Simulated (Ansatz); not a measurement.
# Sc12C: the cost of one run

Program: Ansatz 0.2.0. Level of theory: DFT PBEsol, plane waves, PAW, scalar-relativistic, no spin polarisation. These are calculated values, not measurements.

## Step 1: Starting point

The cell holds 13 atoms (CSc12): a = 6.620 Å, b = 9.930 Å, c = 5.276 Å, α = 90.00°, β = 90.00°, γ = 120.00°.

As a file:

```
CELL_PARAMETERS angstrom
6.62000 0.00000 0.00000
-4.96500 8.59963 0.00000
0.00000 0.00000 5.27614
ATOMIC_POSITIONS crystal
Sc 0.00000 0.00000 0.00000
Sc 0.16667 0.22222 0.50000
Sc 0.00000 0.33333 0.00000
Sc 0.16667 0.55556 0.50000
Sc 0.00000 0.66667 0.00000
Sc 0.16667 0.88889 0.50000
Sc 0.50000 0.00000 0.00000
Sc 0.66667 0.22222 0.50000
Sc 0.50000 0.33333 0.00000
Sc 0.66667 0.55556 0.50000
Sc 0.50000 0.66667 0.00000
Sc 0.66667 0.88889 0.50000
C 0.32743 0.44342 0.74849
```

## Step 2: End point A

File input.yaml:

```yaml
crystal:
  lattice:
    - [6.62, 0.0, 0.0]
    - [-4.965, 8.599632, 0.0]
    - [0.0, 0.0, 5.27614]
  atoms:
    - { symbol: Sc, position: [0.0, 0.0, 0.0] }
    - { symbol: Sc, position: [0.1666667, 0.2222222, 0.5] }
    - { symbol: Sc, position: [0.0, 0.3333333, 0.0] }
    - { symbol: Sc, position: [0.1666667, 0.5555556, 0.5] }
    - { symbol: Sc, position: [0.0, 0.6666667, 0.0] }
    - { symbol: Sc, position: [0.1666667, 0.8888889, 0.5] }
    - { symbol: Sc, position: [0.5, 0.0, 0.0] }
    - { symbol: Sc, position: [0.6666667, 0.2222222, 0.5] }
    - { symbol: Sc, position: [0.5, 0.3333333, 0.0] }
    - { symbol: Sc, position: [0.6666667, 0.5555556, 0.5] }
    - { symbol: Sc, position: [0.5, 0.6666667, 0.0] }
    - { symbol: Sc, position: [0.6666667, 0.8888889, 0.5] }
    - { symbol: C, position: [0.3274322, 0.4434249, 0.7484863] }
basis:
  ecutwfc: 420.0
kpoints:
  mp_grid: { grid: [3, 2, 3] }
hamiltonian:
  xc: pbesol
scf:
  occupations: { method: gaussian, width: 0.1 }
  lower_state_search: "off"
relax:
  f_tol: 0.03
  max_steps: 60
  adjacent_minimum: "off"
```

Launch:

```console
ansatz run input.yaml --threads 2 --pin off --max-ram 5120MiB --backend cpu --events-out ev --progress --plain --runs-dir out
```

Q: Estimate wall time and peak memory on 2 threads of Arm Neoverse V2, shared host.

About 48 s, with a peak of 0.75 GiB.
